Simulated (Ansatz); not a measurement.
FGeH4Sn, SMILES [F][SnH][GeH3], a ladder of basis sets

Computed with the Ansatz DFT code, driven from Python.

The script reads `fgeh4sn.xyz`:
```text
7

F    -2.24900   -1.45020    0.65610
Sn   -0.36560   -1.43760    0.47800
Ge    0.46660    0.96610   -0.01870
H     0.16930   -2.48250   -0.84230
H    -0.12440    1.47320   -1.34350
H     0.09390    1.91900    1.15900
H     2.07040    0.94400   -0.13430
```

The cells in order, each with its output:

In [1]:
```python
from dataclasses import dataclass

import ansatz as az
```

In [2]:
```python
@dataclass
class Settings:
    functional: str = 'hf'
```

In [3]:
```python
opts = Settings()
```

In [4]:
```python
molecule = az.Crystal.molecule_from_extxyz('fgeh4sn.xyz')
```

In [5]:
```python
calc = molecule.calculation().functional(opts.functional).spin('collinear', total=1)

energies = {}
for basis in ['def2-SVP', 'def2-SVPD', 'def2-TZVP', 'def2-TZVPP']:
    data = calc.basis(gaussian=basis).run(threads=1).report
    size = data['n_frozen'] + data['n_occupied'][0] + data['n_virtual'][0]
    energies[basis] = (data['reference_energy_ev'] / 27.211386246, data['free_energy_ev'] / 27.211386246)
    print(f'{basis:14s} {size:4d} orbitals  reference {energies[basis][0]:14.6f} Ha  total {energies[basis][1]:14.6f} Ha')
```
```text
def2-SVP         92 orbitals  reference   -2390.128469 Ha  total   -2390.128469 Ha
def2-SVPD       125 orbitals  reference   -2390.143085 Ha  total   -2390.143085 Ha
def2-TZVP       153 orbitals  reference   -2390.535058 Ha  total   -2390.535058 Ha
def2-TZVPP      185 orbitals  reference   -2390.535874 Ha  total   -2390.535874 Ha
```

In [6]:
```python
last = energies['def2-TZVPP'][1]
for basis, (_, total) in energies.items():
    print(f'{basis:14s} lies {27.211386 * (total - last):9.4f} eV above def2-TZVPP')
```
```text
def2-SVP       lies   11.0860 eV above def2-TZVPP
def2-SVPD      lies   10.6883 eV above def2-TZVPP
def2-TZVP      lies    0.0222 eV above def2-TZVPP
def2-TZVPP     lies    0.0000 eV above def2-TZVPP
```

Against def2-SVP: def2-SVPD -14.6 mHa, def2-TZVP -406.6 mHa and def2-TZVPP -407.4 mHa. The last step alone is -0.82 mHa (these two sets differ little on atoms other than hydrogen). From the first set to the last the time grows from 1.9 to 6.6 s.

What to keep in mind:
- The drop along the ladder measures the basis error, and is no property of the molecule.
- The geometry is a force-field or estimated start, not a minimum of this method, and the last set is no limit. Much of the fall in a total is atomic energy, which cancels in bond and reaction energies.
- def2 sets replace the cores of elements past krypton by effective core potentials.
- The run takes the species as open-shell (spin multiplicity 2), which needn't be its ground state.
- Run time: 18 s on 1 thread of Arm Neoverse V2, with other jobs on the host, peak memory 0.6 GiB.
